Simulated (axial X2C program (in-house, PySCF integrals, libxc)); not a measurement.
# A two-component session on SnF: properties at the nuclei

Wanted for SnF: properties at the nuclei, at the two-component level.

Computed with an in-house X2C program for linear molecules on PySCF integrals. Level: two-component X2C with atomic mean-field terms, Sn dyall-cv3z, F dyall-av3z.

All values are calculated.

### Step 1. The job

Contents of task.json:

```json
{
 "zs": [
  50,
  9
 ],
 "q": 0,
 "bas": [
  "dyall-cv3z",
  "dyall-av3z"
 ],
 "r0": 2.04,
 "levels": [
  "PBE0",
  "HF",
  "PBE50",
  "B3LYP",
  "LDA"
 ],
 "nst": 3
}
```

Keys: zs atomic numbers; q charge; bas basis sets; r0 starting distance in Å; levels methods (HF also brings MP2); nst determinants followed.

Command:

```console
python soeom.py task.json out
```

Nuclei are Gaussian, cores are contracted, and the Gaunt term is on.

### Step 2. Expectation values, lowest determinant

R = 1.955 Å. State: Ω = 1/2 (excess of +ω over −ω: ω = 1/2).

Output of the PBE0 run:

```text
two-component X2C + atomic mean field  PBE0
basis functions 183  fitting functions 924  grid points 5079
iter        total energy     max residual
   1      -6273.562825787     1.73e-05
   2      -6273.562825799     1.50e-05
   3      -6273.562825803     4.72e-06
   4      -6273.562825803     3.85e-06
converged
one-electron -8867.25787814  Coulomb 2652.10238114  exact exchange -43.48446667  xc functional -133.20227518  nuclear repulsion 121.80549612  atomic mean-field constant -3.52608307
```

The highest occupied spinor is 88% Sn p, 7% F p, 2% Sn d.

```tsv
level	Eeff magnitude (GV/cm)	Ws magnitude Sn (kHz)	A∥/gI Sn (MHz)	qzz Sn (a.u.)	A∥/gI F (MHz)	qzz F (a.u.)	μ (D)
PBE0	0.492	0.421	2730	-0.78	92.7	0.92	-2.72
HF	0.548	0.755	2500	-0.94	47.9	0.90	-2.94
PBE50	0.335	0.248	2710	-0.78	75.9	0.95	-2.85
B3LYP	0.875	0.855	2620	-0.69	94.6	0.88	-2.78
LDA	1.01	1.01	2760	-0.66	119	0.87	-2.59
```

Eeff is the effective electric field on the electron dipole moment in this Ω state and Ws the scalar–pseudoscalar constant (defined with the proton number Z and per Ω); A∥ is the parallel hyperfine constant, which follows by multiplying with the nuclear g factor gI = μI/(I μN); qzz is the electric field gradient, eQq0 = 234.96 MHz × Q/barn × qzz; μ is positive if F is the positive end. The operators were transformed with the bare-nucleus X2C matrices.

### Step 3. Expectation values, a higher determinant

R = 1.955 Å. State: Ω = 3/2 (excess of +ω over −ω: ω = 3/2), 0.30 eV above the lowest in the PBE0 search for states (made at or near this distance, with looser thresholds).

Output of the PBE0 run:

```text
two-component X2C + atomic mean field  PBE0
basis functions 183  fitting functions 924  grid points 5079
iter        total energy     max residual
   1      -6273.551924033     3.95e-05
   2      -6273.551924004     6.78e-05
   3      -6273.551924054     4.02e-06
   4      -6273.551924055     2.11e-06
converged
one-electron -8866.91703974  Coulomb 2651.76467990  exact exchange -43.48256808  xc functional -133.19640918  nuclear repulsion 121.80549612  atomic mean-field constant -3.52608307
```

The highest occupied spinor is 88% Sn p, 7% F p, 2% Sn d.

```tsv
level	Eeff magnitude (GV/cm)	Ws magnitude Sn (kHz)	A∥/gI Sn (MHz)	qzz Sn (a.u.)	A∥/gI F (MHz)	qzz F (a.u.)	μ (D)
PBE0	1.25	0.517	258	-1.30	25.4	0.92	-2.64
HF	4.25	1.68	258	-1.48	25.5	0.92	-2.86
PBE50	1.78	0.724	275	-1.32	24.1	0.95	-2.77
B3LYP	0.814	0.354	320	-1.21	25.4	0.88	-2.70
LDA	0.513	0.231	300	-1.18	27	0.87	-2.50
```

### Step 4. Summary of results

```
                                        quantity                                    value
                              lowest determinant  Ω = 1/2 (excess of +ω over −ω: ω = 1/2)
                    Eeff magnitude (GV/cm), PBE0                                    0.492
                     Ws magnitude Sn (kHz), PBE0                                    0.421
                            A∥/gI Sn (MHz), PBE0                                     2730
                             qzz Sn (a.u.), PBE0                                    -0.78
                              higher determinant  Ω = 3/2 (excess of +ω over −ω: ω = 3/2)
Eeff magnitude (GV/cm), PBE0, higher determinant                                     1.25
 Ws magnitude Sn (kHz), PBE0, higher determinant                                    0.517
        A∥/gI Sn (MHz), PBE0, higher determinant                                      258
         qzz Sn (a.u.), PBE0, higher determinant                                    -1.30
```

What this shows: In the first state, the effective field runs from 0.335 to 1.01 GV/cm over the mean-field levels, so the levels don't agree on it. The expectation values come from single determinants, which for open shells can mix terms of unlike spin or miss the lowest Ω, so a determinant need not be a state. Eeff is the effective electric field on the electron dipole moment in this Ω state and Ws the scalar–pseudoscalar constant (defined with the proton number Z and per Ω); A∥ is the parallel hyperfine constant, which follows by multiplying with the nuclear g factor gI = μI/(I μN); qzz is the electric field gradient, eQq0 = 234.96 MHz × Q/barn × qzz; μ is positive if F is the positive end. The operators were transformed with the bare-nucleus X2C matrices.
